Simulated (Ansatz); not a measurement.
**SrLi2SnS4: the band gap up the ladder of functionals**

One table from this session's results is given with a row withheld; the runs are named, their logs left out.

Program: Ansatz 0.2.0. PAW datasets, plane waves. Computed at 0 K without zero-point motion; spin polarisation is off.

**The structure to begin with**

The cell was relaxed beforehand with r2SCAN.

Space group I-42m (No. 121), tetragonal; conventional cell a = 6.684 Å, c = 8.029 Å, 22.42 Å³ an atom. Li has 4 S at 2.48 Å; Sr has 8 S at 3.09–3.29 Å; Sn has 4 S at 2.39 Å; S has 1 Sn at 2.39 Å and 2 Li at 2.48 Å and 2 Sr at 3.09–3.29 Å.

As a file:

```cif
data_structure
_symmetry_space_group_name_H-M 'I-42m'
_symmetry_Int_Tables_number 121
_cell_length_a 6.6844
_cell_length_b 6.6844
_cell_length_c 8.0287
_cell_angle_alpha 90.000
_cell_angle_beta 90.000
_cell_angle_gamma 90.000
_cell_volume 358.73
loop_
_atom_site_label
_atom_site_type_symbol
_atom_site_symmetry_multiplicity
_atom_site_Wyckoff_symbol
_atom_site_fract_x
_atom_site_fract_y
_atom_site_fract_z
_atom_site_occupancy
Li1 Li 4 d 0.50000 0.00000 0.25000 1
Sr1 Sr 2 b 0.00000 0.00000 0.50000 1
Sn1 Sn 2 a 0.00000 0.00000 0.00000 1
S1 S 8 i 0.20762 0.20762 0.82920 1
```

Set-up of the first run:

File input.yaml:

```yaml
crystal:
  lattice:
    - [-3.3421918079, 3.3421918079, 4.0143685177]
    - [3.3421918079, -3.3421918079, 4.0143685177]
    - [3.3421918079, 3.3421918079, -4.0143685177]
  atoms:
    - { symbol: Li, position: [0.25, 0.75, 0.5] }
    - { symbol: Li, position: [0.75, 0.25, 0.5] }
    - { symbol: Sr, position: [0.5, 0.5, 0.0] }
    - { symbol: Sn, position: [0.0, 0.0, 0.0] }
    - { symbol: S, position: [0.0368209971, 0.0368209971, 0.4152325312] }
    - { symbol: S, position: [0.9631790029, 0.3784115341, 0.0] }
    - { symbol: S, position: [0.6215884659, 0.6215884659, 0.5847674688] }
    - { symbol: S, position: [0.3784115341, 0.9631790029, 0.0] }
kpoints:
  mp_grid: { grid: [6, 6, 6] }
  band_path:
    path:
      - [[0.0, 0.0, 0.0], [-9.257638528739e-19, 9.257638528739e-19, 0.5], [0.25, 0.25, 0.25], [-1.17005768975e-18, 0.5, 1.17005768975e-18], [0.0, 0.0, 0.0], [0.5, 0.5, -0.5], [0.4232879137843, 0.5767120862157, -0.4232879137843]]
      - [[-0.4232879137843, 0.4232879137843, 0.4232879137843], [0.0, 0.0, 0.0]]
      - [[-9.257638528739e-19, 9.257638528739e-19, 0.5], [-0.3465758275686, 0.3465758275686, 0.5]]
      - [[0.5, 0.5, -0.3465758275686], [0.5, 0.5, -0.5]]
    npoints: 10
hamiltonian:
  xc: pbe
scf:
  occupations: { method: fermi_dirac, width: 0.02 }
  n_extra_bands: 6
output:
  forces: true
  stress: true
  eigenvalues: true
```

On the command line:

```
$ ansatz run input.yaml --threads 2 --pin off --max-ram 20275MiB --backend cpu --events-out ev --progress --plain --runs-dir out
```

Among the steps run: Band structure with PBE; r2SCAN at the same geometry; HSE06 at the same geometry; PBE+SOC at the same geometry; PBE0.

One of the session's tables, all rows but one given; the rest of the session is left out.

| level | gap (eV) |
| --- | --- |
| PBE | 2.56 |
| r2SCAN | 2.98 |
| HSE06 | 3.64 |
| PBE+SOC | 2.57 |
| PBE0 | ? |

**Question.** Estimate the row for PBE0.

**Answer.** gap (eV): 4.34. In the column «gap (eV)» it is the highest.

Meshes: PBE 6×6×6, r2SCAN 6×6×6, HSE06 4×4×4, PBE+SOC 6×6×6, PBE0 4×4×4

In words: The gap runs from 2.56 eV (PBE) to 4.34 eV (PBE0). PBE reaches 70 % of the HSE06 value, and r2SCAN 82 %. PBE0 lies 0.70 eV above HSE06, which differs from it by screening the long-range exchange. The levels disagree on whether the gap is direct.

Caveats from the session: Warnings in the runs' records: stress scf threshold loose, stress exchange threshold loose.
